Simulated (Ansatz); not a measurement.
**CH5BClN (SMILES CNBCl) at wB97X/def2-SVP**

Aim: the energy change on altering one bond length of CH5BClN at wB97X/def2-SVP, from 2 runs. 

The results are computed with Ansatz 0.2.0.

128 further runs of the same task are left out: 128 set aside as unsound or not needed.

## (1) The system as given

CH5BClN: 9 atoms, total charge 0, spin state singlet. As SMILES, `CNBCl`. The coordinates come from a PBE0-D4/def2-TZVP relaxation. This is one conformer, not always the lowest.

Bond lengths: C1–N2 1.445 Å, N2–B3 1.381 Å, B3–Cl4 1.771 Å, C1–H5 1.094 Å, C1–H6 1.094 Å, C1–H7 1.090 Å, N2–H8 1.009 Å, B3–H9 1.192 Å. Some angles: C1–N2–B3 126.0°, N2–B3–Cl4 119.6°, C1–N2–H8 115.0°, B3–N2–H8 119.0°, N2–C1–H5 111.4°, N2–C1–H6 111.4°, N2–C1–H7 109.2°, N2–B3–H9 121.5°, Cl4–B3–H9 118.9°, H5–C1–H6 108.3°.

## (2) A single-point energy at wB97X/def2-SVP

The input, in.yaml:

```yaml
crystal:
  periodic: [false, false, false]
  atoms:
    - {symbol: C, position_ang: [0.510100, 0.482100, -0.973400]}
    - {symbol: N, position_ang: [-0.407900, -0.226000, -0.111700]}
    - {symbol: B, position_ang: [-0.261100, -0.415200, 1.248200]}
    - {symbol: Cl, position_ang: [-1.495300, -1.314500, 2.144800]}
    - {symbol: H, position_ang: [0.907000, -0.170400, -1.756500]}
    - {symbol: H, position_ang: [0.027900, 1.338900, -1.452800]}
    - {symbol: H, position_ang: [1.346700, 0.849900, -0.380000]}
    - {symbol: H, position_ang: [-1.220500, -0.605500, -0.573900]}
    - {symbol: H, position_ang: [0.681600, 0.014200, 1.838200]}
basis:
  gaussian:
    orbitals: def2-SVP
hamiltonian:
  xc: {name: wB97X}
accuracy: high
output: {orbitals: {seedname: orbitals}}
```

On the command line:

```
$ ansatz run in.yaml --threads 1 --pin off --max-ram 3480MiB --events-out events.jsonl --progress --plain --runs-dir runs
```

Log:

```text
Warning: RAYON_NUM_THREADS=1 ignored (pool sized by the plan → 1); use --threads N
Functional definition: wB97X
  name "wB97X"
  parameter omega = 0.3/bohr
  parameter cx = 0.157706
  parameter cx1 = 0.726479
  parameter cx2 = 1.04760
  parameter cx3 = -5.70635
  parameter cx4 = 13.2794
  parameter css1 = -4.33879
  parameter css2 = 18.2308
  parameter css3 = -31.7430
  parameter css4 = 17.2901
  parameter cos1 = 2.37031
  parameter cos2 = -11.3995
  parameter cos3 = 6.58405
  parameter cos4 = -3.78132
  exchange = spin_sum(e_x_unif_sr(omega)*poly(b97_u_x, 1 - cx, cx1, cx2, cx3, cx4)) + cx*exact_x_sr(omega)
      + exact_x_lr(omega)
  correlation = spin_sum(e_c_pw_same_spin*poly(b97_u_same, 1, css1, css2, css3, css4))
      + integral(e_c_pw_opposite_spin*poly(b97_u_opposite, 1, cos1, cos2, cos3, cos4))
2017 factors; integrals over basis functions are off by at most 8.2e-9 eV
352 factors; integrals over basis functions are off by at most 2.2e-9 eV
mean field evaluation 1: about -15799.8301 eV, gradient 3.5e1 eV
mean field evaluation 2: about -15800.4774 eV, gradient 3.2e1 eV
mean field evaluation 4: about -15802.4476 eV, gradient 9.8e-1 eV
mean field evaluation 8: about -15802.5865 eV, gradient 7.4e-2 eV
mean field evaluation 16: about -15802.5866 eV, gradient 1.1e-5 eV
mean field -15802.58656813 eV, -580.7343450007 hartree, gradient 3.7e-8 eV, S^2 0.000000; 0 other end points of the search recorded, 0 dependent functions left out
reference -15802.58656543 eV, -580.7343449016 hartree; 20, 20 occupied and 65, 65 virtual orbitals, 2017 factors
Total energy: -15802.58656543 eV, -580.7343449016 hartree
```

Run time: 22 s. Hardware: 1 thread of Arm Neoverse V2, shared host; peak memory 0.47 GiB.

## (3) The distorted shape at the same level

The input, in.yaml:

```yaml
crystal:
  periodic: [false, false, false]
  atoms:
    - symbol: C
      position_ang: [0.488085, 0.510473, -1.177338]
    - symbol: N
      position_ang: [-0.429915, -0.197627, -0.315638]
    - symbol: B
      position_ang: [-0.261100, -0.415200, 1.248200]
    - symbol: Cl
      position_ang: [-1.495300, -1.314500, 2.144800]
    - symbol: H
      position_ang: [0.884985, -0.142027, -1.960438]
    - symbol: H
      position_ang: [0.005885, 1.367273, -1.656738]
    - symbol: H
      position_ang: [1.324685, 0.878273, -0.583938]
    - symbol: H
      position_ang: [-1.242515, -0.577127, -0.777838]
    - symbol: H
      position_ang: [0.681600, 0.014200, 1.838200]
basis:
  gaussian: {orbitals: def2-SVP}
hamiltonian: {xc: {name: wB97X}}
accuracy: high
output: {orbitals: {seedname: orbitals}}
```

On the command line:

```
$ ansatz run in.yaml --threads 1 --pin off --max-ram 3480MiB --events-out events.jsonl --progress --plain --runs-dir runs
```

Log (excerpt; [...] marks lines left out):

```text
Warning: RAYON_NUM_THREADS=1 ignored (pool sized by the plan → 1); use --threads N
Functional definition: wB97X
  name "wB97X"
[...]
      + exact_x_lr(omega)
[...]
      + integral(e_c_pw_opposite_spin*poly(b97_u_opposite, 1, cos1, cos2, cos3, cos4))
2005 factors; integrals over basis functions are off by at most 6.1e-9 eV
358 factors; integrals over basis functions are off by at most 2.0e-9 eV
[...]
mean field -15801.94432273 eV, -580.7107429176 hartree, gradient 2.1e-8 eV, S^2 0.000000; 0 other end points of the search recorded, 0 dependent functions left out
reference -15801.94431998 eV, -580.7107428167 hartree; 20, 20 occupied and 65, 65 virtual orbitals, 2005 factors
Total energy: -15801.94431998 eV, -580.7107428167 hartree
```

Run time: 21 s. Hardware: 1 thread of Arm Neoverse V2, shared host; peak memory 0.46 GiB.

## (4) Summary of results

At wB97X/def2-SVP:

| quantity | value |
| --- | --- |
| first shape: total energy | -580.73434 Eh |
| first shape: HOMO energy | -10.06 eV |
| first shape: LUMO energy | 2.90 eV |
| first shape: HOMO–LUMO gap | 12.96 eV |
| distorted shape: total energy | -580.71074 Eh |
| distorted shape: HOMO energy | -9.45 eV |
| distorted shape: LUMO energy | 2.07 eV |
| distorted shape: HOMO–LUMO gap | 11.52 eV |
| energy change with the N2–B3 bond stretched from 1.381 to 1.588 Å | 0.642 eV |

With the N2–B3 bond stretched from 1.381 to 1.588 Å the energy rises by 0.64 eV (14.8 kcal/mol). The first shape isn't relaxed at this level, so the change isn't measured from a minimum.
